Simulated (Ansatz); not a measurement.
# CH5As, SMILES C[AsH2]: a short molecular-dynamics run

Program: Ansatz's Python interface.

Notebook, run cell by cell (the value of a cell's last expression is shown):

```python
import ansatz
import numpy as np
```

```python
geometry_ang = [
    ("C", (-0.0136, -0.7793, -0.2234)),
    ("As", (0.7436, 0.8114, 0.6704)),
    ("H", (-0.2983, -1.5308, 0.4943)),
    ("H", (0.7115, -1.1071, -1.0098)),
    ("H", (-1.011, -0.4364, -0.7363)),
    ("H", (-0.6142, 1.2344, 1.325)),
    ("H", (0.5432, 1.7398, -0.5658)),
]
molecule = ansatz.Crystal.molecule()
for symbol, xyz in geometry_ang:
    molecule = molecule.atom(symbol, xyz)
```

```python
job = (
    molecule.calculation()
    .basis(gaussian="def2-SVP")
    .functional("PBE0", dispersion="d4")
)
symbols = [site.symbol for site in molecule.cartesian_sites]
start = np.array([site.position_ang for site in molecule.cartesian_sites], dtype=float)
r = job.relax(force_tolerance=0.02).run(threads=1).report
end = np.array(r["positions_ang"])
minimum = ansatz.Crystal.molecule()
for symbol, place in zip(symbols, end):
    minimum = minimum.atom(symbol, place.tolist())
```

```python
job = minimum.calculation()
job = job.basis(gaussian="def2-SVP")
job = job.functional("PBE0", dispersion="d4").md("nvt_langevin", timestep=0.5, steps=40, temperature=200, initial_velocities="maxwell_boltzmann", seed=44, friction=0.05)
frames = []
res = job.session().plan().execute(on_event=lambda e: frames.append(e["data"]) if e["event"] == "md_step" else None)
print("t (fs)   E_pot (eV)      E_kin (eV)   T (K)   d(0-1) (A)")
for f in frames[::3]:
    xyz = np.array(f["positions_ang"])
    print(f"{f['time_fs']:6.2f} {f['lagrangian_ev']:14.5f} {f['e_kin_ev']:10.5f} {f['temperature_k']:8.1f} {np.linalg.norm(xyz[0] - xyz[1]):9.4f}")
print("mean temperature", round(float(np.mean([f["temperature_k"] for f in frames])), 1), "K")
```

    t (fs)   E_pot (eV)      E_kin (eV)   T (K)   d(0-1) (A)
      0.00   -61942.60780    0.15511    171.4    1.9738
      1.50   -61942.57877    0.15738    173.9    1.9634
      3.00   -61942.53278    0.08859     97.9    1.9543
      4.50   -61942.53616    0.12184    134.7    1.9489
      6.00   -61942.52061    0.15058    166.4    1.9436
      7.50   -61942.45915    0.11177    123.5    1.9416
      9.00   -61942.44987    0.09014     99.6    1.9425
     10.50   -61942.48152    0.11704    129.4    1.9435
     12.00   -61942.45975    0.11187    123.6    1.9482
     13.50   -61942.46198    0.14586    161.2    1.9577
     15.00   -61942.49837    0.15905    175.8    1.9688
     16.50   -61942.49467    0.15503    171.3    1.9787
     18.00   -61942.47401    0.17222    190.3    1.9878
     19.50   -61942.48356    0.16575    183.2    1.9956
    mean temperature 148.6 K

Reading the output:
- Total energies depend on the basis set; only differences at equal settings carry meaning.
- The trajectory is only some femtoseconds long, so its temperature is not equilibrated; where the script doesn't relax first, it starts from a rough generated geometry.
- The printed temperature counts all 3N degrees of freedom under Langevin dynamics, so the first row lies under the target.
- The whole script took 71 s on 1 thread of Arm Neoverse V2, with other jobs on the host, peak memory 0.21 GiB.
